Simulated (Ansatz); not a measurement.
# BH₇N₂Si: basis-set convergence

Aim: see how fast density functionals converge with the basis set for BH₇N₂Si.

Computed with Ansatz 0.2.0, Gaussian basis. Level: one geometry, several basis sets.

The runs, in order: PBE0-D4/def2-SVP; ωB97M-V/def2-SVP; PBE0-D4/def2-QZVPP; ωB97M-V/def2-QZVPP; the functionals' def2-TZVPP values are taken from earlier runs.

**1. The relaxed structure**

An earlier PBE0-D4 in a triple-zeta def2 set relaxation fixed the geometry.

SMILES `NB[SiH2]N`, 11 atoms, charge 0, spin multiplicity 1.

Atoms are counted from 1 here; the program's logs count them from 0.

Bond lengths: N1–B2 1.388 Å, N1–H5 1.007 Å, N1–H6 1.007 Å, B2–Si3 2.022 Å, B2–H7 1.202 Å, Si3–N4 1.737 Å, Si3–H8 1.493 Å, Si3–H9 1.499 Å, N4–H10 1.008 Å, N4–H11 1.008 Å. Angles: B2–N1–H5 123.6°, B2–N1–H6 123.1°, H5–N1–H6 113.2°, N1–B2–Si3 120.3°, N1–B2–H7 117.0°, Si3–B2–H7 122.7°, B2–Si3–N4 116.7°, B2–Si3–H8 110.1°, B2–Si3–H9 108.9°, N4–Si3–H8 105.5°, N4–Si3–H9 107.7°, H8–Si3–H9 107.6°, Si3–N4–H10 118.8°, Si3–N4–H11 117.6°, H10–N4–H11 109.8°.

As a file:

```mol
BH7N2Si
  3D, bonds by distance, orders not assigned

 11 10  0  0  0  0  0  0  0  0999 V2000
   -0.5336    1.7581    1.0830 N   0  0
    0.0158    1.1322   -0.0270 B   0  0
    0.5613   -0.8125    0.0642 Si  0  0
   -0.0975   -1.8644   -1.1507 N   0  0
   -0.8169    2.7248    1.0948 H   0  0
   -0.6796    1.2903    1.9632 H   0  0
    0.1364    1.7938   -1.0232 H   0  0
    2.0436   -0.9369   -0.0627 H   0  0
    0.1746   -1.3633    1.4032 H   0  0
   -1.0977   -1.8952   -1.2751 H   0  0
    0.3593   -1.8837   -2.0493 H   0  0
  1  2  8  0
  2  3  8  0
  3  4  8  0
  1  5  8  0
  1  6  8  0
  2  7  8  0
  3  8  8  0
  3  9  8  0
  4 10  8  0
  4 11  8  0
M  END
```

**2. PBE0-D4 in def2-SVP**

Input file in.yaml:

```yaml
crystal:
  periodic: [false, false, false]
  atoms:
    - {symbol: N, position_ang: [-0.533645, 1.758052, 1.082996]}
    - {symbol: B, position_ang: [0.015826, 1.132202, -0.026964]}
    - {symbol: Si, position_ang: [0.561278, -0.812458, 0.064211]}
    - {symbol: N, position_ang: [-0.097520, -1.864376, -1.150709]}
    - {symbol: H, position_ang: [-0.816927, 2.724803, 1.094844]}
    - {symbol: H, position_ang: [-0.679603, 1.290267, 1.963212]}
    - {symbol: H, position_ang: [0.136362, 1.793836, -1.023225]}
    - {symbol: H, position_ang: [2.043566, -0.936909, -0.062741]}
    - {symbol: H, position_ang: [0.174558, -1.363342, 1.403248]}
    - {symbol: H, position_ang: [-1.097680, -1.895231, -1.275080]}
    - {symbol: H, position_ang: [0.359284, -1.883745, -2.049291]}
basis:
  gaussian: {orbitals: def2-SVP}
hamiltonian: {xc: pbe0, dispersion: d4}
output: {orbitals: {seedname: orbitals}}
```

The run is started by

```sh
> ansatz run in.yaml --threads 2 --pin off --events-out ev --progress --plain --max-ram 4352MiB
```

Further steps of the session: ωB97M-V in def2-SVP; PBE0-D4 in def2-QZVPP; ωB97M-V in def2-QZVPP.

Before running them: what should the planned runs give, taken together? Wanted: PBE0-D4: double and triple zeta above quadruple; ωB97M-V: double and triple zeta above quadruple.

The runs gave:

```
                                       quantity          value
PBE0-D4: double and triple zeta above quadruple  7.78, 0.51 eV
ωB97M-V: double and triple zeta above quadruple  7.97, 0.48 eV
```

For PBE0-D4 the step from double to triple zeta gains 7.27 eV and the next only 0.51 eV. These are total energies; as a rule much of such shifts cancels in differences, which this series doesn't test. The LUMO of ωB97M-V is positive and keeps falling with the basis (1.71 to 1.06 eV): an unbound level that the basis holds in place.
